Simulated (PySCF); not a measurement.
# A diatomic session: ZnBr+

One table from this session's results is given with a row withheld; the runs are named, their logs left out.

Program: PySCF 2.14.0. Level of theory: Zn def2-TZVPPD, Br def2-TZVPPD, no relativity. These are calculated values, not measurements.

The first run:

The job is set up so:

* atoms: Zn, Br
* charge: 1
* basis: Zn def2-TZVPPD, Br def2-TZVPPD
* Hamiltonian: no relativity
* basis functions: 124
* electrons treated: 64
* masses in u: 63.9291, 78.9183
* levels: PBE0, PBE, r²SCAN, BHandHLYP, B97-3, BLYP, BP86, r²SCANh, ωB97M-V, HF, MP2, SCS-MP2, CCSD, CCSD(T)
* grid: 80 radial by 434 angular points
* occupations: held fixed by the projection of orbital angular momentum
* dissociation limit: Zn+ + Br, each in its ground configuration
* starting distance in angstrom: 2.405
* values of 2S to try: 0, 2

Launch:

```console
OMP_NUM_THREADS=2 python dia.py task.json out
```

Steps of the session up to this table: Input; PBE0 along the bond; Higher solutions at PBE0; PBE (GGA); r²SCAN (meta-GGA); BHandHLYP; B97-3 (global hybrid GGA); BLYP (GGA); BP86 (GGA); r²SCANh; ωB97M-V; RHF (mean field); Correlated methods on the Hartree–Fock reference.

One of the session's tables, all rows but one given; the rest of the session is left out.

It belongs to the step «The curves together». Energy (eV) from each level's lowest point:

```
R (Å)    RHF  RHF-MP2  RHF-SCS-MP2  RHF-CCSD  RHF-CCSD(T)
1.890  1.338    1.018        1.110       n/a          n/a
1.978  0.620    0.421        0.482     0.515        0.514
2.066  0.213    0.110        0.144     0.163        0.164
2.132  0.058    0.012        0.028     0.037        0.039
2.198  0.000    0.000        0.000     0.000        0.000
2.264  0.017    0.052        0.038     0.029        0.027
2.352      ?        ?            ?         ?            ?
2.462  0.355    0.447        0.395     0.362        0.344
2.594  0.709    0.807        0.732     0.682        0.646
2.769  1.237    1.309        1.204       n/a          n/a
```

**Question.** Estimate the row for R (Å) = 2.352.

Worked estimate for «RHF». A straight line through the neighbours (2.264, 0.017) and (2.462, 0.355) gives 0.017 + (0.355 − 0.017) × (2.352 − 2.264) / (2.462 − 2.264) = 0.167; a parabola fitted to 4 rows on both sides gives 0.136.

The run gave: RHF: 0.125; RHF-MP2: 0.195; RHF-SCS-MP2: 0.162; RHF-CCSD: 0.143; RHF-CCSD(T): 0.135. In «RHF» the line misses by +0.042 and the parabola by +0.011.
